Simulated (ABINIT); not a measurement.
# CoO (Fm-3m) in ABINIT: reference runs, part 2 of 3

ABINIT 10.8.3 (patched build). Earlier steps stand in the parts before.

### 3 Single point, PBE, collinear spin, ferromagnetic start

Input file run.py:

```python
import json, os
import numpy as np
from ase.units import GPa
from ase.calculators.abinit import Abinit, AbinitProfile
from ase.io import read

atoms = read('POSCAR')
atoms.set_initial_magnetic_moments([3.0, 0.0])

profile = AbinitProfile(command='abinit', pp_paths=[os.path.abspath('pseudos')])
params = dict(
    pps='pawxml', xc='PBE',
    ecut=707.496,
    pawecutdg=1306.1465,
    pawxcdev=0,
    kptopt=1,
    ngkpt=[11, 11, 11],
    nshiftk=1,
    shiftk=[0.0, 0.0, 0.0],
    ixc=11,
    nband=16,
    occopt=3,
    tsmear=0.05,
    nstep=100,
    tolvrs=1e-09,
    prtwf=0,
    prtden=0,
)

atoms.calc = Abinit(profile=profile, directory='run', **params)
energy = atoms.get_potential_energy()
forces = atoms.get_forces()
stress = atoms.get_stress()
print(f'energy {energy:.6f} eV')
print('forces (eV/A)')
print(np.round(forces, 5))
print('stress (GPa, Voigt, tension positive)', np.round(stress / GPa, 4))
json.dump(dict(energy=energy, forces=forces.tolist(), stress=stress.tolist(), cell=atoms.cell.tolist(), frac=atoms.get_scaled_positions(wrap=False).tolist()), open('results.json', 'w'))
```

Input file POSCAR:

```
CoO
1.0
    0.0000000000      2.1315016600      2.1315016600
    2.1315016600      0.0000000000      2.1315016600
    2.1315016600      2.1315016600      0.0000000000
Co O
1 1
Direct
    0.0000000000      0.0000000000      0.0000000000
    0.5000000000      0.5000000000      0.5000000000
```

Potentials or basis: JTH PAW PBE v2.0.

On the command line:

```bash
$ python run.py
```

The program printed:

```text
energy -4422.340128 eV
forces (eV/A)
[[-0. -0. -0.]
 [-0. -0. -0.]]
stress (GPa, Voigt, tension positive) [2.281 2.281 2.281 0.    0.    0.   ]
```

abinit.in:

```text
spinat
0.00000000000000 0.00000000000000 3.00000000000000
0.00000000000000 0.00000000000000 0.00000000000000
ecut 707.496 eV
ixc 11
kptopt 1
natom 2
nband 16
ngkpt
11 11 11
nshiftk 1
nsppol 2
nstep 100
occopt 3
pawecutdg 1306.1465 eV
pawxcdev 0
prtden 0
prtwf 0
shiftk
0.0 0.0 0.0
tolvrs 1e-09
tsmear 0.05 eV
#Definition of the unit cell
acell
1.00000000000000 1.00000000000000 1.00000000000000 Angstrom
rprim
0.00000000000000 2.13150166000000 2.13150166000000
2.13150166000000 0.00000000000000 2.13150166000000
2.13150166000000 2.13150166000000 0.00000000000000
chkprim 0 # Allow non-primitive cells
#Definition of the atom types
ntypat 2
znucl 8 27
#Enumerate different atomic species
typat
 2 1
pseudos "./pseudos/O.GGA_PBE-JTH.xml,
./pseudos/Co.GGA_PBE-JTH.xml"
#Definition of the atoms
xcart
0.00000000000000 0.00000000000000 0.00000000000000
4.02795437416678 4.02795437416678 4.02795437416678
chkexit 1 # abinit.exit file in the running directory terminates after the current SCF
```

abinit.abo:

```text
.Version 10.8.3 of ABINIT
 Symmetries : space group Fm -3 m (#225); Bravais cF (face-center cubic)
================================================================================
 Values of the parameters that define the memory need of the present run
     intxc =       0    ionmov =       0      iscf =      17    lmnmax =      18
     lnmax =       6     mgfft =      30  mpssoang =       3    mqgrid =    3001
     natom =       2  nloc_mem =       2    nspden =       2   nspinor =       1
    nsppol =       2      nsym =      48    n1xccc =       1    ntypat =       2
    occopt =       3   xclevel =       2
       mpw =         854          nfft =       27000          nkpt =          56
 PAW method is used; the additional fine FFT grid is defined by:
   mgfftf=        36    nfftf =     46656
================================================================================
================================================================================

--------------------------------------------------------------------------------
------------- Echo of variables that govern the present computation ------------
--------------------------------------------------------------------------------
 -outvars: echo values of preprocessed input variables --------
            acell      1.8897261259E+00  1.8897261259E+00  1.8897261259E+00 Bohr
              amu      1.59994000E+01  5.89332000E+01
          chkexit           1
          chkprim           0
             ecut      2.59999984E+01 Hartree
                       outvar_i_n : Printing only first  50 k-points.
              ixc          11
                       outvar_i_n : Printing only first  50 k-points.
         kptrlatt       11    0    0      0   11    0      0    0   11
          kptrlen      6.26602648E+01
            natom           2
            nband          16
            ngfft          30      30      30
          ngfftdg          36      36      36
             nkpt          56
           nspden           2
           nsppol           2
            nstep         100
             nsym          48
           ntypat           2
                       prtocc : prtvol=0, do not print more k-points.
                       1.000000  1.000000  1.000000  1.000000  1.000000  1.000000
                       1.000000  1.000000  1.000000  1.000000  1.000000  1.000000
                       0.000000  0.000000  0.000000  0.000000
                       1.000000  1.000000  1.000000  1.000000  1.000000  1.000000
                       1.000000  1.000000  1.000000  1.000000  1.000000  1.000000
                       0.000000  0.000000  0.000000  0.000000
                       1.000000  1.000000  1.000000  1.000000  1.000000  1.000000
                       1.000000  1.000000  1.000000  1.000000  1.000000  1.000000
                       0.000000  0.000000  0.000000  0.000000
                       1.000000  1.000000  1.000000  1.000000  1.000000  1.000000
                       1.000000  1.000000  1.000000  1.000000  1.000000  1.000000
                       0.000000  0.000000  0.000000  0.000000
                       1.000000  1.000000  1.000000  1.000000  1.000000  1.000000
                       1.000000  1.000000  1.000000  1.000000  1.000000  1.000000
                       0.000000  0.000000  0.000000  0.000000
                       1.000000  1.000000  1.000000  1.000000  1.000000  1.000000
                       1.000000  1.000000  1.000000  1.000000  1.000000  1.000000
[... 328 lines left out ...]
 kpt#   1, nband= 16, wtk=  0.00075, kpt=  0.0000  0.0000  0.0000 (reduced coord)
  -3.18080   -1.83030   -1.83030   -1.83030   -0.36316    0.25981    0.25981    0.26418
   0.26418    0.26418    0.26712    0.26712    0.26712    0.41337    0.99533    1.04097
      occupation numbers for kpt#   1
   1.00000    1.00000    1.00000    1.00000    1.00000    1.00000    1.00000    1.00000
   1.00000    1.00000    1.00000    1.00000    1.00000    0.00000    0.00000    0.00000
 prteigrs : prtvol=0 or 1, do not print more k-points.

 Eigenvalues (hartree) for nkpt=  56  k points, SPIN DOWN:
 kpt#   1, nband= 16, wtk=  0.00075, kpt=  0.0000  0.0000  0.0000 (reduced coord)
  -3.06810   -1.72035   -1.72035   -1.72035   -0.34487    0.28444    0.28444    0.28444
   0.34009    0.34009    0.34009    0.38352    0.38352    0.43318    0.99130    1.06008
      occupation numbers for kpt#   1
   1.00000    1.00000    1.00000    1.00000    1.00000    1.00000    1.00000    1.00000
   1.00000    1.00000    1.00000    0.16694    0.16694    0.00000    0.00000    0.00000
 prteigrs : prtvol=0 or 1, do not print more k-points.

--- !EnergyTerms
iteration_state     : {dtset: 1, }
comment             : Components of total free energy in Hartree
kinetic             :  1.92072239375547E+01
hartree             :  4.24289470923867E+01
xc                  : -6.00244173775920E+00
Ewald energy        : -1.06281348015882E+02
psp_core            :  3.46883975798144E+00
local_psp           : -1.42279430656564E+02
PAW spherical_terms :  2.69414540504735E+01
internal            : -1.62516755571809E+02
'-kT*entropy'       : -1.24655728948480E-03
total_energy        : -1.62518002129099E+02
total_energy_eV     : -4.42234012786007E+03
...

--- !EnergyTermsDC
iteration_state     : {dtset: 1, }
comment             : '"Double-counting" decomposition of free energy'
band_energy         : -1.42085172294784E+01
Ewald energy        : -1.06281348015882E+02
psp_core            :  3.46883975798144E+00
xc_dc               : -4.06252302346798E+01
PAW spherical_terms : -4.87049800465647E+00
internal            : -1.62516753726715E+02
'-kT*entropy'       : -1.24655728948480E-03
total_energy_dc     : -1.62518000284005E+02
total_energy_dc_eV  : -4.42234007765251E+03
...

--- !EnergyTermsWithPAWCore
iteration_state     : {dtset: 1, }
comment             : 'Components of total free energy, including PAW core contributions'
Total energy        : -1.46867139970316E+03
Total energy DC     : -1.46867139785807E+03
Total energy (eV)   : -3.99645847257482E+04
Total energy DC (eV): -3.99645846755407E+04
...

 Cartesian components of stress tensor (hartree/bohr^3)
  sigma(1 1)=  7.75311025E-05  sigma(3 2)=  0.00000000E+00
  sigma(2 2)=  7.75311025E-05  sigma(3 1)=  0.00000000E+00
  sigma(3 3)=  7.75311025E-05  sigma(2 1)=  0.00000000E+00

-Cartesian components of stress tensor (GPa)         [Pressure= -2.2810E+00 GPa]
- sigma(1 1)=  2.28104379E+00  sigma(3 2)=  0.00000000E+00
- sigma(2 2)=  2.28104379E+00  sigma(3 1)=  0.00000000E+00
- sigma(3 3)=  2.28104379E+00  sigma(2 1)=  0.00000000E+00

== END DATASET(S) ==============================================================
================================================================================

 -outvars: echo values of variables after computation  --------
            acell      1.8897261259E+00  1.8897261259E+00  1.8897261259E+00 Bohr
           etotal     -1.6251800028E+02
            fcart     -0.0000000000E+00 -0.0000000000E+00 -0.0000000000E+00
                      -0.0000000000E+00 -0.0000000000E+00 -0.0000000000E+00
            rprim      0.0000000000E+00  2.1315016600E+00  2.1315016600E+00
                       2.1315016600E+00  0.0000000000E+00  2.1315016600E+00
                       2.1315016600E+00  2.1315016600E+00  0.0000000000E+00
           strten      7.7531102549E-05  7.7531102549E-05  7.7531102549E-05
                       0.0000000000E+00  0.0000000000E+00  0.0000000000E+00
           xangst      0.0000000000E+00  0.0000000000E+00  0.0000000000E+00
                       2.1315016600E+00  2.1315016600E+00  2.1315016600E+00
             xred      0.0000000000E+00  0.0000000000E+00  0.0000000000E+00
                       5.0000000000E-01  5.0000000000E-01  5.0000000000E-01
 Calculation completed.
```

Run time: 60 s. Hardware: 1 thread of Intel Xeon 6975P-C (Granite Rapids), shared host; peak memory 0.15 GiB.

What came out:

- Free energy: -4422.3401 eV
- Pressure: -2.3 GPa
- Band gap on the k mesh: none (metal or under the smearing width)
- Net moment: 2.92 μB per cell
- Site moments: Co +2.57; O +0.28 μB
- Valence electrons inside the program's atomic spheres: Co 15.26; O 4.51

Levels at points of the mesh, in eV from the Fermi level:
Spin up:
```
           k point  band 9  band 10  band 11  band 12  band 13  band 14  band 15  band 16
(0.00, 0.00, 0.00)   -3.17    -3.17    -3.09    -3.09    -3.09     0.89    16.73    17.97
```
Spin down:
```tsv
k point	band 6	band 7	band 8	band 9	band 10	band 11	band 12	band 13	band 14	band 15
(0.00, 0.00, 0.00)	-2.62	-2.62	-2.62	-1.10	-1.10	-1.10	0.08	0.08	1.43	16.62
```

Caveat: a cell with one magnetic atom can't hold antiferromagnetic order, which such compounds often take; semilocal functionals often make such compounds metallic where correlation or magnetic order opens a gap, which also shifts bond lengths. With open d or f shells a metallic result of PBE can be an artefact of self-interaction; +U or a hybrid may open a gap.

[end of part 2 of 3]
